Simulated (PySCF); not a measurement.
**EuH: bond curves at several levels of theory**

Aim: find the lowest electronic state of EuH, scan its bond at several levels of theory, and get bond length, wavenumber and dissociation energy from each curve.

Method: Eu x2c-SVPall, H x2c-SVPall, spin-free X2C with a Gaussian nucleus; program: PySCF 2.14.0.

**1. The job**

Settings of the job:

| Quantity | Value |
| --- | --- |
| atoms | Eu, H |
| charge | 0 |
| basis | Eu x2c-SVPall, H x2c-SVPall |
| Hamiltonian | spin-free X2C with a Gaussian nucleus |
| basis functions | 90 |
| electrons treated | 64 |
| masses in u | 152.9212, 1.0078 |
| levels | PBE0, PBE, r²SCAN, TPSSh, PBEsol, HF, MP2, SCS-MP2, CCSD, CCSD(T) |
| grid | 80 radial by 434 angular points |
| occupations | held fixed by the projection of orbital angular momentum |
| dissociation limit | Eu + H, each in its ground configuration |
| starting distance in angstrom | 1.830 |
| values of 2S to try | 6, 8 |

The run is started by

```bash
$ OMP_NUM_THREADS=2 python dia.py task.json out
```

After this run come: PBE0 along the bond; Higher solutions at PBE0; PBE (GGA); r²SCAN (meta-GGA); TPSSh; PBEsol; UHF (mean field); Correlated methods on the Hartree–Fock reference.

**Question.** What will these runs give? Wanted: for each run, Re; ωe; De; μ.

The runs gave:

Lowest PBE0 solution found, without spin–orbit coupling: ⁹Σ⁻ (nonet), unpaired electrons σ ↑↑, π ↑↑, δ ↑↑, φ ↑↑, about 7.0 electrons in the 4f shell (Mulliken). State 2 has its PBE0 minimum 0.24 eV higher, as a spin-mixed determinant (⟨S²⟩ = 13.01), so this is no gap between pure states. The other levels ran on the lowest alone.

```tsv
level	Re (Å)	ωe (cm⁻¹)	De (eV)	μ (D)
UHF	2.191	1219	1.45	-3.99
UHF-MP2	2.089	1319	1.51	n/a
UHF-SCS-MP2	2.110	1299	1.52	n/a
UHF-CCSD	2.111	1287	1.66	n/a
UHF-CCSD(T)	2.108	1284	1.61	n/a
PBE	2.107	1225	1.96	-3.46
PBEsol	2.097	1236	2.04	-3.39
r²SCAN	2.105	1253	2.28	-3.75
TPSSh	2.105	1259	2.25	-3.56
PBE0	2.112	1248	1.93	-3.68
```

De is counted to Eu + H in their ground configurations. A positive dipole means Eu(−)H(+).

Differences from CCSD(T) in the same basis:

```tsv
level	Re (mÅ)	ωe (%)
UHF	+83	-5.1
UHF-MP2	-19	+2.7
UHF-SCS-MP2	+2	+1.2
UHF-CCSD	+3	+0.2
PBE	-1	-4.6
PBEsol	-11	-3.8
r²SCAN	-3	-2.4
TPSSh	-3	-1.9
PBE0	+4	-2.8
```

In words: Against CCSD(T) in the same basis, the bond length is nearest at PBE (-1 mÅ) and farthest at UHF (+83 mÅ); the wavenumber is nearest at UHF-CCSD (+0.2 %) and farthest at UHF (-5.1 %). CCSD(T) in a basis this small is itself some way from its limit, more so than the functionals. Among the levels with a De in the table, it runs from 1.45 eV (UHF) to 2.28 eV (r²SCAN).

Correlated steps freeze 18 core orbitals. Spin–orbit coupling is left out, which matters for elements this heavy, above all for dissociation energies. The state is the lowest single determinant that the PBE0 search found; with open d or f shells the true ground state can be another one. With spin–orbit coupling the term label itself may not hold.
